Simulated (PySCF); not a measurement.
# InO: basis, grid and Hamiltonian

Which parts of the numerical set-up matter for InO? Each run edits the base script.

Method: method and basis as typed in the scripts; program: PySCF 2.14.0.

5 further runs of the same task are left out: 2 for a known fault of the program, 3 that didn't finish.

## 1. The starting structure

InO: 2 atoms, charge 0, spin multiplicity 2.

Bond lengths: In1–O2 1.890 Å.

## 2. The base run

input.py

```python
from pyscf import gto, scf, mp

mol = gto.M(
    atom='In 0 0 0; O 0 0 1.89',
    basis='sto-3g',
    charge=0,
    spin=1,
    verbose=4,
)
mf = scf.UHF(mol)
mf.kernel()
mp.MP2(mf).kernel()
mf.dip_moment()
print('orbital energies (hartree):', [e[max(0, n-3):n+3].round(4) for e, n in zip(mf.mo_energy, mol.nelec)])
```

On the command line:

```sh
$ OMP_NUM_THREADS=1 python input.py
```

The log of this run is left out.

Base result: E(SCF) = -5756.632882 Eh, 14 cycles, E(MP2) − E(SCF) = -0.06012 Eh, ⟨S²⟩ = 0.788, μ = 1.27 D (of the SCF density).

No relativity is included for the heavy element. The bond length is a typed value, not an optimised one.

## 3. Cartesian functions on

Variant 1 changes Cartesian functions: off → on.

input.py

```python
from pyscf import gto, scf, mp

mol = gto.M(
    atom='In 0 0 0; O 0 0 1.89',
    basis='sto-3g',
    charge=0,
    spin=1,
    cart=True,
    verbose=4,
)
mf = scf.UHF(mol)
mf.kernel()
mp.MP2(mf).kernel()
mf.dip_moment()
print('orbital energies (hartree):', [e[max(0, n-3):n+3].round(4) for e, n in zip(mf.mo_energy, mol.nelec)])
```

On the command line:

```sh
$ OMP_NUM_THREADS=1 python input.py
```

## 4. Spin-free X2C on

Variant 2 changes spin-free X2C: off → on.

Changes to input.py since step 2:

```diff
@@ -10,2 +10,3 @@
 mf = scf.UHF(mol)
+mf = mf.sfx2c1e()
 mf.kernel()
```

## 5. Ano-rcc-vdzp (X2C on)

Variant 3 changes basis set: sto-3g → ano-rcc-vdzp; spin-free X2C: off → on.

Changes to input.py since step 2:

```diff
@@ -4,3 +4,3 @@
     atom='In 0 0 0; O 0 0 1.89',
-    basis='sto-3g',
+    basis='ano-rcc-vdzp',
     charge=0,
@@ -10,2 +10,3 @@
 mf = scf.UHF(mol)
+mf = mf.sfx2c1e()
 mf.kernel()
```

What does the calculation give? Wanted: for each run, E(SCF); from base; gap, α spin; SCF dipole; after the SCF.

The runs gave:

```tsv
run	E(SCF) (hartree)	from base (eV)	cycles	gap, α spin (eV)	SCF dipole (D)	functions	after the SCF
base	-5756.632882	0	14	11.94	1.27	32	MP2 correlation -1.636 eV
Cartesian functions on	-5759.687303	-83.1150	15	11.99	1.29	34	MP2 correlation -1.654 eV
spin-free X2C on	-5852.873323	-2618.8358	15	12.13	1.28	32	MP2 correlation -1.648 eV
ano-rcc-vdzp (X2C on)	-5953.101052	not comparable	16	10.90	3.66	57	MP2 correlation -18.444 eV
```

**Reading.** The largest comparable shift of the SCF energy, -2618.836 eV, comes with the run “spin-free X2C on”. Scalar relativity lowers the total energy by 2618.84 eV, nearly all of it in the inner shells; a basis contracted without relativity catches only part of it. The dearest run is “ano-rcc-vdzp (X2C on)”, at 6.7 s against 0.78 s.
